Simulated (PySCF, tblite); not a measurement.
**C₆H₁₄GeN₂: geometry, infrared bands and NMR shifts**

Wanted: the infrared bands and NMR shifts of C₆H₁₄GeN₂ (`C/C(=N/[N](C)[GeH3])C1CC1`), by calculation.

The runs use tblite 0.8.0 and PySCF 2.14.0, with density-fitted response routines of our own; the level of theory stands in each step. All values are computed, except where a source is named. Atoms count from 0, in the outputs and in this text.

## 1. The molecule as given

23 atoms, charge 0, multiplicity 1; geometry from: force field or distance geometry start.

Bonds of the start (Å): C0–C1 1.48, C1–N2 1.30, N2–N3 1.41, N3–C4 1.42, N3–Ge5 1.89, C1–C6 1.48, C6–C7 1.50, C7–C8 1.51, C8–C6 1.51, C0–H9 1.12, C0–H10 1.11, C0–H11 1.11, C4–H12 1.10, C4–H13 1.13, C4–H14 1.13, Ge5–H15 1.52, Ge5–H16 1.56, Ge5–H17 1.56, C6–H18 1.10, C7–H19 1.11, C7–H20 1.11, C8–H21 1.11, C8–H22 1.11.

## 2. Geometry optimisation with GFN2-xTB

What the job is given:

```
{"job": {"kind": "relax", "xc": "GFN2-xTB", "basis": "xTB"}, "charge": 0, "multiplicity": 1}
C     -1.461100    -1.807200     0.634400
C     -0.504800    -0.764500     0.198400
N      0.740600    -0.949600     0.530300
N      1.680500     0.017100     0.133800
C      1.553000     1.414100     0.339700
Ge     3.224100    -0.690800    -0.690600
C     -0.978700     0.411900    -0.560000
C     -1.993100     1.336400     0.051200
C     -2.439700     0.279300    -0.928500
H     -1.009000    -2.579700     1.306800
H     -1.883600    -2.361500    -0.234800
H     -2.327300    -1.401800     1.201900
H      0.718300     1.750400     0.967400
H      1.621000     1.911800    -0.669300
H      2.487700     1.766900     0.862600
H      3.213400    -0.502400    -2.196000
H      4.470300     0.022800    -0.082200
H      3.385300    -2.217400    -0.386600
H     -0.378800     0.800700    -1.393100
H     -2.340900     1.170500     1.090100
H     -2.038900     2.382600    -0.324800
H     -3.024800    -0.575100    -0.529700
H     -2.718100     0.612700    -1.951600
```

Command:

```bash
$ OMP_NUM_THREADS=1 python probes_run.py task.json out
```

This one command runs all jobs of the session in turn.

The log of the run:

```text
step      E/eV     max force
  0    -752.94074    2.340
  1    -753.23666    1.390
  2    -753.37671    1.057
  3    -753.46352    0.623
  4    -753.52438    0.601
  5    -753.56621    0.452
  6    -753.59431    0.322
  7    -753.60985    0.294
  8    -753.62338    0.285
  9    -753.63727    0.313
 10    -753.64905    0.281
 11    -753.65734    0.200
 12    -753.66362    0.216
 13    -753.67004    0.208
 14    -753.67622    0.186
 15    -753.68071    0.134
 16    -753.68383    0.127
 17    -753.68640    0.119
 18    -753.68871    0.090
 19    -753.69091    0.103
 20    -753.69311    0.145
 21    -753.69537    0.126
 22    -753.69746    0.106
 23    -753.69916    0.107
 24    -753.70062    0.100
 25    -753.70218    0.114
 26    -753.70388    0.091
 27    -753.70546    0.089
 28    -753.70685    0.091
 29    -753.70829    0.115
 30    -753.71006    0.117
 31    -753.71213    0.103
 32    -753.71429    0.101
 33    -753.71643    0.123
 34    -753.71868    0.135
 35    -753.72107    0.117
 36    -753.72326    0.097
 37    -753.72508    0.090
 38    -753.72686    0.097
 39    -753.72900    0.109
 40    -753.73152    0.092
 41    -753.73406    0.120
 42    -753.73626    0.122
 43    -753.73811    0.093
 44    -753.73995    0.098
 45    -753.74210    0.111
 46    -753.74463    0.129
 47    -753.74770    0.152
 48    -753.75158    0.126
 49    -753.75644    0.144
 50    -753.76188    0.146
 51    -753.76715    0.176
 52    -753.77200    0.188
 53    -753.77608    0.143
 54    -753.77616    0.284
 55    -753.78501    0.176
 56    -753.79039    0.130
 57    -753.79688    0.142
 58    -753.80040    0.142
 59    -753.80323    0.099
 60    -753.80504    0.074
 61    -753.80651    0.070
 62    -753.80773    0.089
 63    -753.80893    0.101
 64    -753.81039    0.100
 65    -753.81256    0.075
 66    -753.81421    0.084
 67    -753.81595    0.077
 68    -753.81773    0.083
 69    -753.81971    0.093
 70    -753.82183    0.102
 71    -753.82410    0.107
 72    -753.82651    0.128
 73    -753.82906    0.106
 74    -753.83163    0.113
 75    -753.83391    0.102
 76    -753.83562    0.129
 77    -753.83702    0.100
 78    -753.83817    0.068
 79    -753.83921    0.070
 80    -753.83978    0.069
 81    -753.84068    0.072
 82    -753.84142    0.068
 83    -753.84225    0.063
 84    -753.84297    0.068
 85    -753.84364    0.067
 86    -753.84424    0.063
 87    -753.84489    0.070
 88    -753.84562    0.075
 89    -753.84638    0.063
 90    -753.84703    0.056
 91    -753.84754    0.044
 92    -753.84793    0.041
 93    -753.84825    0.035
 94    -753.84847    0.027
 95    -753.84864    0.028
 96    -753.84878    0.025
 97    -753.84890    0.020
 98    -753.84899    0.022
 99    -753.84905    0.020
100    -753.84911    0.019
101    -753.84917    0.016
102    -753.84921    0.015
103    -753.84926    0.019
104    -753.84933    0.021
105    -753.84944    0.033
106    -753.84959    0.034
107    -753.84973    0.024
108    -753.84983    0.022
109    -753.84990    0.023
110    -753.84998    0.025
111    -753.85007    0.024
112    -753.85017    0.020
113    -753.85025    0.016
114    -753.85030    0.016
115    -753.85035    0.014
116    -753.85039    0.011
117    -753.85041    0.009
```

Relaxation path: (not every step is listed)

```
step  energy from step 0 (eV)  largest force (eV/Å)
   0                   0.0000                2.3396
   1                  -0.2959                1.3896
   2                  -0.4360                1.0569
   3                  -0.5228                0.6230
   4                  -0.5836                0.6008
   5                  -0.6255                0.4522
   6                  -0.6536                0.3222
   7                  -0.6691                0.2938
   8                  -0.6826                0.2848
  18                  -0.7480                0.0899
  28                  -0.7661                0.0915
  38                  -0.7861                0.0968
  48                  -0.8108                0.1256
  58                  -0.8597                0.1422
  68                  -0.8770                0.0829
  78                  -0.8974                0.0678
  88                  -0.9049                0.0750
  98                  -0.9082                0.0223
 108                  -0.9091                0.0219
 112                  -0.9094                0.0196
 113                  -0.9095                0.0163
 114                  -0.9096                0.0161
 115                  -0.9096                0.0145
 116                  -0.9096                0.0107
 117                  -0.9097                0.0092
```

Distances of close pairs at the start and the end, largest changes first:

```
   bond  before (Å)  after (Å)  change (Å)
Ge5–H17       1.565      1.487      -0.078
  N2–N3       1.405      1.345      -0.060
 N3–Ge5       1.888      1.829      -0.059
Ge5–H16       1.560      1.501      -0.058
 C4–H14       1.128      1.091      -0.037
  C0–H9       1.119      1.086      -0.034
 C4–H13       1.127      1.094      -0.033
 C7–H20       1.113      1.080      -0.032
```

The end geometry stands in the next job.

## 3. Vibrational analysis with GFN2-xTB

What the job is given:

```
{"job": {"kind": "ir", "xc": "GFN2-xTB", "basis": "xTB"}, "charge": 0, "multiplicity": 1}
C     -1.252906    -1.954714     0.084737
C     -0.472438    -0.690032    -0.151388
N      0.781530    -0.815427     0.018859
N      1.776509     0.088219    -0.033807
C      1.635357     1.492705    -0.352903
Ge     3.336618    -0.862372     0.052995
C     -1.249443     0.527811    -0.524127
C     -2.082484     1.237109     0.516577
C     -2.748633     0.524831    -0.615764
H     -0.562393    -2.755353     0.331482
H     -1.816182    -2.229888    -0.805573
H     -1.951364    -1.827552     0.910707
H      0.866249     1.959374     0.264756
H      1.409006     1.662547    -1.410085
H      2.595441     1.961387    -0.132500
H      3.647538    -1.519003    -1.263939
H      4.430347     0.108232     0.393232
H      3.120297    -1.901028     1.094855
H     -0.754710     1.171154    -1.239531
H     -2.138339     0.791161     1.498713
H     -2.083535     2.317363     0.530060
H     -3.293260    -0.379786    -0.400736
H     -3.197957     1.120248    -1.397422
```

The log of the run:

```text
mode    cm-1     km/mol
  1      30.7      0.04
  2      35.7      0.40
  3      68.7      0.86
  4     112.6      8.70
  5     141.9      1.44
  6     179.0      5.32
  7     225.2      0.03
  8     230.0      0.54
  9     283.1      0.63
 10     295.2      0.68
 11     308.0      7.97
 12     343.4      1.57
 13     391.9      0.69
 14     488.4     39.45
 15     536.4    100.74
 16     551.1      0.62
 17     571.6     89.55
 18     717.3      4.22
 19     739.5     61.13
 20     753.1    252.05
 21     798.8    244.51
 22     807.3      0.92
 23     845.9    124.01
 24     864.3      3.64
 25     942.1     72.69
 26     956.9     15.56
 27    1010.2      5.87
 28    1014.9     11.86
 29    1034.5     16.60
 30    1054.3     20.76
 31    1067.4      5.76
 32    1079.6      2.17
 33    1080.0      8.13
 34    1106.8      0.91
 35    1158.2      1.31
 36    1161.9      7.05
 37    1204.2    198.31
 38    1237.5     30.53
 39    1266.9     23.35
 40    1363.5     10.75
 41    1387.3      7.15
 42    1398.9      4.56
 43    1440.6      0.84
 44    1475.2      5.04
 45    1477.1      1.77
 46    1481.2      4.00
 47    1493.3      1.68
 48    1501.8      7.30
 49    1702.9     30.29
 50    1935.1    226.27
 51    1997.5    488.46
 52    2101.3    359.33
 53    2919.7     51.62
 54    2979.7     32.72
 55    2983.7     31.00
 56    3000.0     28.90
 57    3011.9     34.52
 58    3062.1     20.25
 59    3065.1     17.17
 60    3076.4     23.96
 61    3081.4     21.75
 62    3094.0     56.10
 63    3119.7     39.40
```

The strongest bands and the atoms that carry them (share of the mass-weighted mode):

```
cm⁻¹  km/mol                         atoms
 536   100.7  H15 56 %, H16 18 %, H17 16 %
 753   252.1  H16 41 %, H17 39 %, H15 10 %
 799   244.5  H16 46 %, H15 27 %, H17 25 %
 846   124.0  H15 50 %, H17 32 %, H16 16 %
1204   198.3     N3 43 %, N2 14 %, C1 10 %
1935   226.3            H15 65 %, H16 30 %
1998   488.5            H16 62 %, H15 34 %
2101   359.3                      H17 91 %
```

## 4. Shielding tensors: PBE0/pcSseg-1

The job, as its differences from that of step 3:

```diff
@@ -1,2 +1,2 @@
-{"job": {"kind": "ir", "xc": "GFN2-xTB", "basis": "xTB"}, "charge": 0, "multiplicity": 1}
+{"job": {"kind": "nmr", "xc": "PBE0", "basis": "pcSseg-1"}, "charge": 0, "multiplicity": 1}
 C     -1.252906    -1.954714     0.084737
```

Method: GIAO PBE0/pcSseg-1 NMR shielding, non-relativistic, gas phase.

The log of the run:

```text
coarse grid: 83344 points
cycle   1  E = -2422.4664394350  dE =  5.653e-01  |g| = 9.133e-01  |ddm| = 4.450e+00
cycle   2  E = -2422.4578927660  dE =  8.547e-03  |g| = 8.921e-01  |ddm| = 1.077e+00
cycle   3  E = -2422.5438459431  dE = -8.595e-02  |g| = 8.289e-02  |ddm| = 6.025e-01
cycle   4  E = -2422.5447346443  dE = -8.887e-04  |g| = 2.741e-02  |ddm| = 8.449e-02
cycle   5  E = -2422.5448648026  dE = -1.302e-04  |g| = 1.214e-02  |ddm| = 3.341e-02
cycle   6  E = -2422.5448954826  dE = -3.068e-05  |g| = 3.771e-03  |ddm| = 1.506e-02
cycle   7  E = -2422.5448987850  dE = -3.302e-06  |g| = 8.350e-04  |ddm| = 4.265e-03
final grid: 177480 points
cycle   8  E = -2422.5448794250  dE =  1.235e-07  |g| = 1.258e-03  |ddm| = 2.822e-03
cycle   9  E = -2422.5448786396  dE =  7.854e-07  |g| = 2.245e-03  |ddm| = 3.003e-03
cycle  10  E = -2422.5448797663  dE = -1.127e-06  |g| = 2.986e-04  |ddm| = 2.108e-03
cycle  11  E = -2422.5448797871  dE = -2.084e-08  |g| = 3.048e-05  |ddm| = 3.238e-04
cycle  12  E = -2422.5448797873  dE = -1.828e-10  |g| = 9.282e-06  |ddm| = 3.807e-05
converged SCF energy = -2422.5448797873

GIAO shielding tensors (ppm)
atom      isotropic    diamagn.    paramagn.     s11        s22        s33       span
  0 C      160.464     251.360     -90.896    139.112    157.160    185.120     46.008
  1 C       50.672     252.423    -201.751    -39.972     68.798    123.189    163.160
  2 N     -106.308     328.073    -434.381   -366.369   -120.786    168.231    534.600
  3 N      151.562     328.746    -177.184     72.450    140.803    241.432    168.982
  4 C      147.006     246.687     -99.681    129.736    133.962    177.320     47.585
  5 Ge    1445.854    2756.035   -1310.181   1316.366   1375.173   1646.024    329.658
  6 C      172.568     249.611     -77.043    135.973    162.296    219.436     83.463
  7 C      177.690     253.202     -75.512    148.088    177.888    207.093     59.005
  8 C      178.743     256.815     -78.072    151.805    176.412    208.012     56.207
  9 H       29.944      31.283      -1.339     25.529     29.180     35.122      9.593
 10 H       29.903      30.934      -1.030     25.781     29.008     34.922      9.141
 11 H       30.188      31.598      -1.409     25.816     30.031     34.718      8.902
 12 H       27.695      32.823      -5.128     22.568     28.172     32.345      9.776
 13 H       28.236      31.621      -3.385     24.609     26.574     33.525      8.916
 14 H       28.765      30.686      -1.921     23.430     28.716     34.150     10.720
 15 H       26.918      29.221      -2.304     20.162     22.746     37.844     17.682
 16 H       27.170      29.340      -2.170     20.443     23.054     38.014     17.571
 17 H       27.007      29.865      -2.858     20.153     23.229     37.639     17.486
 18 H       29.575      34.703      -5.129     21.191     29.707     37.825     16.634
 19 H       31.279      32.456      -1.177     26.307     28.797     38.734     12.427
 20 H       31.232      31.406      -0.174     26.238     26.872     40.585     14.347
 21 H       30.884      32.561      -1.676     25.000     29.042     38.611     13.611
 22 H       31.010      30.791       0.218     24.974     26.964     41.091     16.117
```

Wall time 3.8 min (1 thread, shared host).

Shifts follow as δ = σ(reference) − σ, with reference shieldings (ppm) from runs at the same level and on the same kind of geometry: ¹H TMS 31.72, ¹³C TMS 186.9, ¹⁵N NH3 267.7, ⁷³Ge GeMe4 1331. The references are single molecules in the gas phase, so shifts against H2O, NH3, PH3, H3PO4 or CFCl3 are not on the usual liquid scales and can be off by tens of ppm. Atoms listed in one row are averaged.

```
        atoms                               environment  σ (ppm)  δ (ppm)
           C1                                C=N carbon     50.7    136.3
           C4                 methyl carbon bonded to N    147.0     39.9
           C0                             methyl carbon    160.5     26.5
           C6                three-membered-ring carbon    172.6     14.4
       C7, C8                three-membered-ring carbon    178.2      8.7
H15, H16, H17       hydrogen on a germanium bonded to N    27.03     4.69
H12, H13, H14   hydrogen on a methyl carbon bonded to N    28.23     3.48
          H18  hydrogen on a three-membered-ring carbon    29.57     2.14
 H9, H10, H11               hydrogen on a methyl carbon    30.01     1.71
     H19, H21  hydrogen on a three-membered-ring carbon    31.08     0.64
     H20, H22  hydrogen on a three-membered-ring carbon    31.12     0.60
           N2                            imine nitrogen   -106.3    374.0
           N3               nitrogen bonded to C, Ge, N    151.6    116.2
          Ge5                germanium bonded to N, 3 H     1446     -115
```

Charges from the same density, by scheme (e):

```
 atoms  Mulliken    IAO  Hirshfeld  ESP fit
    C0     -0.21  -0.42      -0.13    -0.62
    C1      0.07   0.08       0.05     0.42
    N2     -0.25  -0.20      -0.11    -0.44
    N3     -0.72  -0.33      -0.11    -0.01
    C4     -0.04  -0.32      -0.08    -0.29
   Ge5      0.54   0.65       0.34     0.35
    C6     -0.33  -0.17      -0.05    -0.07
C7, C8     -0.18  -0.29      -0.09    -0.31
```

Mayer bond orders: C0–C1 1.04, C1–N2 1.82, N2–N3 1.06, N3–C4 0.91, N3–Ge5 0.76, C1–C6 0.97, C6–C7 0.92, C7–C8 0.99, C8–C6 0.97.

Ring of atoms C6, C7, C8: NICS(0) -43.0, NICS(1) -8.5, NICS(1)zz -23.0 ppm (means of both faces).

In rings of three or four atoms NICS is ruled by the nearby σ bonds, so it says little on aromaticity.

The fields below are evaluated on a grid from the run's orbitals.

Frontier orbitals at PBE0/pcSseg-1, with the share of their density that lies nearest to each atom:

```
orbital  energy (eV)                    lies on
   HOMO        -5.63  N3 40 %; C1 21 %; N2 11 %
   LUMO         0.64   C1 28 %; N2 27 %; N3 6 %
```

ELF in a plane through or near 10 of the atoms.

Ten even steps from ' ' (0.00) to '@' (1.00):
```
                                                        
                                                        
                                                        
                                                        
              ::%%%%::                                  
              ##@@@@++::==--      ..--..                
              ++@@@@++==##++      ..::                  
      ::####    ++##..::**..  ++==::::::::..            
      %%@@@@##..  --%%##::  ..**==****##**--            
    ..%%@@@@++::==%%..**::..--**::++==::**==            
      --**++--##..##++%%**##--##%%--==%%@@@@::          
        ..::==##::::::**--%%::--++  ::@@@@@@++          
          ::::::::..==@@%%::++@@**--  ..**##            
          ..--==--  ::##--  ++--++**::                  
            ..::..        %%@@@@++++::                  
                        ..@@@@@@==::                    
                          %%@@##..                      
                            ..                          
                                                        
                                                        
```
The map spans 14.0 Å across and 10.8 Å up, centred on the molecule. Atoms in the plane (x, y in Å): C0 (1.1, -2.1), C1 (0.4, -0.7), N2 (-0.8, -0.8), N3 (-1.8, 0.2), C4 (-1.5, 1.6), Ge5 (-3.4, -0.6), C6 (1.3, 0.5), H9 (0.4, -2.8), H14 (-2.4, 2.1), H21 (3.3, -0.6).

On the surface of density 0.002 e/bohr³ the electrostatic potential runs, from the 1st to the 99th percentile, from -1.27 V near N2 to 0.87 V near H16.

## 5. Results

| quantity | value |
| --- | --- |
| strongest single infrared mode (GFN2-xTB) | 1998 cm⁻¹, 488 km/mol |
| zero-point energy (GFN2-xTB) | 115.6 kcal/mol |
| ¹³C shifts against TMS (PBE0/pcSseg-1, means over atoms taken as alike) | 136.3, 39.9, 26.5, 14.4, 8.7 ppm |
| ¹H shifts against TMS (PBE0/pcSseg-1, means over atoms taken as alike) | 4.69, 3.48, 2.14, 1.71, 0.64, 0.60 ppm |
| ¹⁵N shifts against NH3 (PBE0/pcSseg-1) | 374.0, 116.2 ppm |
| ⁷³Ge shifts against GeMe4 (PBE0/pcSseg-1) | -115 ppm |
| surface potential, 1st and 99th percentile | -1.27 V and 0.87 V |

In words: Over 117 steps the energy fell by 0.910 eV; of the close pairs, Ge5–H17 changed most, 1.565 to 1.487 Å. All 63 modes are real, so the xTB geometry is a minimum. The strongest single mode, at 1998 cm⁻¹, moves mainly H16 and H15. Unscaled tight-binding wavenumbers are off by several per cent, some by more. Its intensities can rank the bands wrongly. At PBE0/pcSseg-1: Shielding is most anisotropic at N2 (span 535 ppm, paramagnetic term -434 ppm). Spin-orbit coupling is left out, which matters for shieldings and couplings at and beside the heavy atoms.
